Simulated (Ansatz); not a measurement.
**BClH7NSi2: basis-set convergence**

One table from this session's results is given with a row withheld; the runs are named, their logs left out.

Computed with Ansatz 0.2.0, Gaussian basis. Level: one geometry, several basis sets.

Levels to be run: PBE0-D4/def2-SVP; ωB97M-V/def2-SVP; PBE0-D4/def2-QZVPP; ωB97M-V/def2-QZVPP; the functionals' def2-TZVPP values are taken from earlier runs.

## Structure used throughout

The geometry comes from an earlier relaxation with PBE0-D4 in a triple-zeta def2 set; it is a stationary point, not always the lowest conformer.

SMILES `BN([SiH3])[SiH2]Cl`, 12 atoms, charge 0, spin multiplicity 1.

Atoms are counted from 1 here; the program's logs count them from 0.

Bond lengths: B1–N2 1.412 Å, B1–H6 1.198 Å, B1–H7 1.201 Å, N2–Si3 1.762 Å, N2–Si4 1.734 Å, Si3–H8 1.485 Å, Si3–H9 1.482 Å, Si3–H10 1.482 Å, Si4–Cl5 2.055 Å, Si4–H11 1.479 Å, Si4–H12 1.476 Å. Angles: N2–B1–H6 120.3°, N2–B1–H7 119.0°, H6–B1–H7 120.6°, B1–N2–Si3 117.6°, B1–N2–Si4 121.1°, Si3–N2–Si4 121.2°, N2–Si3–H8 107.5°, N2–Si3–H9 110.3°, N2–Si3–H10 109.6°, H8–Si3–H9 109.7°, H8–Si3–H10 110.0°, H9–Si3–H10 109.8°, N2–Si4–Cl5 109.9°, N2–Si4–H11 110.1°, N2–Si4–H12 109.3°, Cl5–Si4–H11 106.4°, Cl5–Si4–H12 108.6°, H11–Si4–H12 112.5°.

Set-up of the first run:

Input file in.yaml:

```yaml
crystal:
  periodic: [false, false, false]
  atoms:
    - {symbol: B, position_ang: [0.842433, 1.452630, -0.097467]}
    - {symbol: N, position_ang: [0.186131, 0.203057, -0.045693]}
    - {symbol: Si, position_ang: [0.127979, -0.626016, 1.507741]}
    - {symbol: Si, position_ang: [-0.583271, -0.463509, -1.449904]}
    - {symbol: Cl, position_ang: [-2.622660, -0.462633, -1.196027]}
    - {symbol: H, position_ang: [0.880602, 2.073843, -1.120582]}
    - {symbol: H, position_ang: [1.362595, 1.879222, 0.897270]}
    - {symbol: H, position_ang: [-0.504378, -1.950906, 1.284480]}
    - {symbol: H, position_ang: [-0.677458, 0.153661, 2.477049]}
    - {symbol: H, position_ang: [1.504592, -0.803787, 2.027405]}
    - {symbol: H, position_ang: [-0.184621, -1.877324, -1.625433]}
    - {symbol: H, position_ang: [-0.254944, 0.366463, -2.624939]}
basis:
  gaussian: {orbitals: def2-SVP}
hamiltonian: {xc: pbe0, dispersion: d4}
output: {orbitals: {seedname: orbitals}}
```

Started as:

```sh
> ansatz run in.yaml --threads 4 --pin off --events-out ev --progress --plain --max-ram 10444MiB
```

Among the steps run: PBE0-D4 in def2-SVP; ωB97M-V in def2-SVP; PBE0-D4 in def2-QZVPP; ωB97M-V in def2-QZVPP.

One table of the session follows, with a row left open; its other results are not shown here.

It belongs to the step «Density functionals: the series». 

```
functional       basis  HOMO (eV)
   PBE0-D4    def2-SVP      -8.74
   PBE0-D4  def2-TZVPP      -8.79
   PBE0-D4  def2-QZVPP      -8.80
   ωB97M-V    def2-SVP     -10.94
   ωB97M-V  def2-TZVPP     -11.04
   ωB97M-V  def2-QZVPP          ?
```

**Question.** Estimate the row for ωB97M-V, def2-QZVPP.

**Answer.** HOMO (eV): -11.05. In the column «HOMO (eV)» it is the lowest.
